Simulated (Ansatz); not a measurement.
# YbB2 (P6/mmm): test of the smearing width from a Python script

Wanted for YbB2 (P6/mmm): a test of the smearing width.

Program: Ansatz 0.2.0, driven from Python. Level of theory: DFT PBE, plane waves, PAW. These are calculated values, not measurements.

**1. Starting point**

Symmetry: P6/mmm, No. 191, hexagonal system. Conventional cell: a = 3.250 Å, b = 3.250 Å, c = 3.732 Å, α = 90.00°, β = 90.00°, γ = 120.00°. Yb (site symmetry 6/mmm) has 12 B at 2.65 Å as nearest neighbours. B (site symmetry -6m2) is surrounded by 3 B at 1.88 Å and 6 Yb at 2.65 Å.

The script holds or builds the structure itself.

**2. Script**

smear_ybb2.py

```python
"""Smearing width test for YbB2."""

import ansatz as az
import numpy as np
import pandas as pd

vectors = np.array([
    [3.2503, 0.0, 0.0],
    [-1.62515, 2.814842, 0.0],
    [0.0, 0.0, 3.7315],
])
crystal = (
    az.Lattice.of(vectors)
    .atom("Yb", (0.0, 0.0, 0.0))
    .atom("B", (1 / 3, 2 / 3, 0.5))
    .atom("B", (2 / 3, 1 / 3, 0.5))
)

model = (
    crystal.calculation()
    .functional("PBE")
    .basis(20 * az.Ha, xc_grid=3)
    .kpoints(length=27)
    .scf(lower_state_search="off")
    .band_table()
)

rows = []
for value in [0.3, 0.2, 0.1, 0.05]:
    r = model.occupations("methfessel_paxton", width=value).run(threads=1, backend="cpu").report
    rows.append((value, r["free_energy_ev"] / len(r["lattice"]["sites"]), r["n_iterations"], r["gap_by_band_count_ev"], r["n_kpoints"]))

table = pd.DataFrame(rows, columns=["width (eV)", "F/atom (eV)", "iterations", "gap by band count (eV)", "k-points"])
print(table.round(5).to_string(index=False))

# the last row is the reference
for row in rows[:-1]:
    shift = 1000 * (row[1] - rows[-1][1])
    print(f"{row[0]}: {shift:+.2f} meV/atom" + ("  (within 1 meV)" if abs(shift) < 1 else ""))
```

**3. The calls as engine input**

The engine receives this input (first run):

```yaml
crystal:
  lattice:
    - [3.2503, 0.0, 0.0]
    - [-1.62515, 2.814842, 0.0]
    - [0.0, 0.0, 3.7315]
  atoms:
    - { symbol: Yb, position: [0.0, 0.0, 0.0] }
    - { symbol: B, position: [0.3333333333333333, 0.6666666666666666, 0.5] }
    - { symbol: B, position: [0.6666666666666666, 0.3333333333333333, 0.5] }
basis:
  ecutwfc: 544.22772491976
  xc_grid: 3
kpoints:
  mp_grid:
    grid: [10, 10, 7]
hamiltonian:
  xc: pbe
scf:
  lower_state_search: "off"
  occupations:
    method: methfessel_paxton
    width: 0.3
output:
  eigenvalues: true
```

**4. Running it**

Run with:

```console
$ python smear_ybb2.py
```

**Question.** How much does the free energy per atom change between the narrowest and the widest smearing, and why?

**Answer**, as computed:

| quantity | value |
| --- | --- |
| runs compared | 4 |
| last run but one, from the last | -0.39 meV/atom |
| within 5 meV/atom of the last run from | 0.2 |

What this shows: Going from 0.05 to 0.3 eV changes F by +17.5 meV an atom. This scheme is built to cancel the term in the square of the width, but that needs a smooth density of states and a fine mesh, and here a sizeable shift remains. Semilocal functionals put the nearly full 4f shell of Yb too close to the Fermi level. For a metal this k-point mesh is coarse: on a finer one energies can move by several to tens of meV an atom and pressures by half a GPa or more, differences at one mesh by less. The narrowest width needs the finest mesh, so the last row is no converged reference.
